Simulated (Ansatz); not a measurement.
# BBr2Cl (dibromo(chloro)borane): levels of theory compared

Aim: a comparison of 6 runs (HF/3-21G, BLYP/6-31G*, RPA@PBE0/6-31G*, MP2/6-31G*, BCCD(T)/6-31G*, CCSD(T)/6-31G*) of BBr2Cl (dibromo(chloro)borane). 

Program for the calculation: Ansatz 0.2.0.

51 further runs of the same task are left out: 2 that didn't finish, 49 set aside as unsound or not needed.

### Step 1. Starting point

BBr2Cl: 4 atoms, total charge 0, spin state singlet. SMILES: `ClB(Br)Br`. The B2–Br4 distance was set to 4.178 Å, away from the relaxed value. At this shape a bond of the SMILES string is far longer than usual.

Bond lengths: Cl1–B2 1.732 Å, B2–Br3 1.899 Å. Angles: Cl1–B2–Br3 120.0°.

### Step 2. The energy at HF/3-21G (run 1)

in.yaml reads:

```yaml
basis:
  gaussian: {orbitals: 3-21G-spherical.json}
crystal:
  periodic: [false, false, false]
  atoms:
    - {symbol: Cl, position_ang: [1.081362, -2.364120, 2.372705]}
    - {symbol: B, position_ang: [1.279842, -0.758220, 1.754185]}
    - {symbol: Br, position_ang: [2.568152, 0.404550, 2.524805]}
    - {symbol: Br, position_ang: [-1.075360, 0.560270, -1.434250]}
hamiltonian: {xc: hf}
output: {orbitals: {seedname: orbitals}}
accuracy: high
magnetization: {spin_polarized: false, initial_magnetization: 0}
```

The basis set 3-21G is read from a file made from the Basis Set Exchange's data (not shown).

Launch:

```bash
$ ansatz run in.yaml --threads 1 --pin off --max-ram 3480MiB --events-out events.jsonl --progress --plain --runs-dir runs
```

Log:

```text
Warning: RAYON_NUM_THREADS=1 ignored (pool sized by the plan → 1); use --threads N
Functional definition: HF
  name "HF"
  exchange = exact_x
  correlation = 0
1060 factors; integrals over basis functions are off by at most 7.0e-9 eV
mean field evaluation 1: about -152428.3911 eV, gradient 2.8e1 eV
mean field evaluation 2: about -152428.4890 eV, gradient 2.8e1 eV
mean field evaluation 4: about -152431.1323 eV, gradient 1.3e1 eV
mean field evaluation 8: about -152432.9338 eV, gradient 5.3e-1 eV
mean field evaluation 16: about -152432.9483 eV, gradient 7.2e-8 eV
mean field evaluation 32: about -152432.8613 eV, gradient 3.6e0 eV
mean field evaluation 64: about -152425.8875 eV, gradient 1.4e0 eV
mean field -152432.94834009 eV, -5601.8075287350 hartree, gradient 4.8e-8 eV, S^2 0.000000; 0 other end points of the search recorded, 0 dependent functions left out
reference -152432.94834009 eV, -5601.8075287350 hartree; 46, 46 occupied and 20, 20 virtual orbitals, 1060 factors
Total energy: -152432.94834009 eV, -5601.8075287350 hartree
```

It took 2.5 s on 1 thread of Arm Neoverse V1, shared host; peak memory 0.17 GiB.

### Step 3. A single-point energy at BLYP/6-31G(d) (spherical functions) (run 2)

job.yaml reads:

```yaml
crystal:
  periodic: [false, false, false]
  atoms:
    - {symbol: Cl, position_ang: [1.081362, -2.364120, 2.372705]}
    - {symbol: B, position_ang: [1.279842, -0.758220, 1.754185]}
    - {symbol: Br, position_ang: [2.568152, 0.404550, 2.524805]}
    - {symbol: Br, position_ang: [-1.075360, 0.560270, -1.434250]}
basis:
  gaussian:
    orbitals: 6-31G_st_-spherical.json
hamiltonian:
  xc: {name: BLYP}
accuracy: high
output: {orbitals: {seedname: orbitals}}
```

The basis set 6-31G* is read from a file made from the Basis Set Exchange's data (not shown).

Launch:

```bash
$ ansatz run job.yaml --threads 1 --pin off --max-ram 3480MiB --events-out events.jsonl --progress --plain --runs-dir runs
```

Log, cut to the lines that bear on the results:

```text
Warning: RAYON_NUM_THREADS=1 ignored (pool sized by the plan → 1); use --threads N
Functional definition: BLYP
  name "BLYP"
[...]
1719 factors; integrals over basis functions are off by at most 4.9e-9 eV
[...]
mean field -153274.01018377 eV, -5632.7159813978 hartree, gradient 2.4e-8 eV, S^2 0.000000; 7 other end points of the search recorded, 0 dependent functions left out
reference -153274.01023831 eV, -5632.7159834023 hartree; 46, 46 occupied and 50, 50 virtual orbitals, 1719 factors
Total energy: -153274.01023831 eV, -5632.7159834023 hartree
```

Run time: 18 s. Hardware: 1 thread of Arm Neoverse V1, shared host; peak memory 0.2 GiB.

Runs 3 to 5 aren't shown in full; the table further down has their settings and results.

### Step 4. The energy at CCSD(T)/6-31G(d) (spherical functions) (run 6)

job.yaml: that of step 3 with these lines changed.

```diff
@@ -10,5 +10,11 @@
     orbitals: 6-31G_st_-spherical.json
-hamiltonian:
-  xc: {name: BLYP}
 accuracy: high
-output: {orbitals: {seedname: orbitals}}
+scf:
+  omitted_lower_state_checks: [cluster_reference, increment]
+total_charge: 0
+magnetization:
+  spin_polarized: false
+  initial_magnetization: 0
+correlation:
+  method: ccsd_t
+  frozen_orbitals: {B: 1, Br: 9, Cl: 5}
```

The basis set 6-31G* is read from a file made from the Basis Set Exchange's data (not shown).

Launch:

```bash
$ ansatz run job.yaml --threads 1 --pin off --max-ram 3480MiB --events-out events.jsonl --progress --plain --runs-dir runs
```

Log:

```text
Warning: RAYON_NUM_THREADS=1 ignored (pool sized by the plan → 1); use --threads N
[... 12 lines left out ...]
24 core orbitals not correlated: weight in the atoms' cores, before any rotation towards them, 1.000 or more for the frozen orbitals, at most 0.000 for the correlated occupied ones
[... 44 lines left out ...]
WARN: these amplitudes may be one of several solutions (largest doubles amplitude 0.62, level shift 2.44 eV)
Total energy: -153175.32723057 eV, -5629.0894497577 hartree
Checks for a lower state left out: cluster_reference, increment
```

Run time: 56 s. Hardware: 1 thread of Arm Neoverse V1, shared host; peak memory 0.46 GiB.

### Step 5. Overview of the runs

| run | level | frozen core orbitals | energy (Eh) | wall time |
| --- | --- | --- | --- | --- |
| 1 | HF/3-21G | – | -5601.807529 | 2.5 s |
| 2 | BLYP/6-31G* (spherical functions) | – | -5632.715983 | 18 s |
| 3 | RPA@PBE0/6-31G* (spherical functions) | 24 | -5629.227526 | 37 s |
| 4 | MP2/6-31G* (spherical functions) | 24 | -5628.998673 | 14 s |
| 5 | BCCD(T)/6-31G* (spherical functions) | 24 | -5629.065157 | 2.4 min |
| 6 | CCSD(T)/6-31G* (spherical functions) | 24 | -5629.089450 | 56 s |

### Step 6. Outcome

| quantity | value |
| --- | --- |
| run 6: total energy | -5629.08945 Eh |
| run 6: correlation energy (24 core orbitals frozen) | -824.5 mEh |
| run 6: (T) correction | -65.79 mEh |
| run 6: T1 diagnostic | 0.065 |

What this shows: In run 6 the T1 diagnostic is large, so a single reference may not serve. In runs 3, 4, 5, 6 the log says that unrestricted orbitals would lower the reference, so the values rest on an unstable closed-shell determinant (other closed-shell runs at this shape may share the fault). All runs together took 4.5 min, the longest 2.4 min.
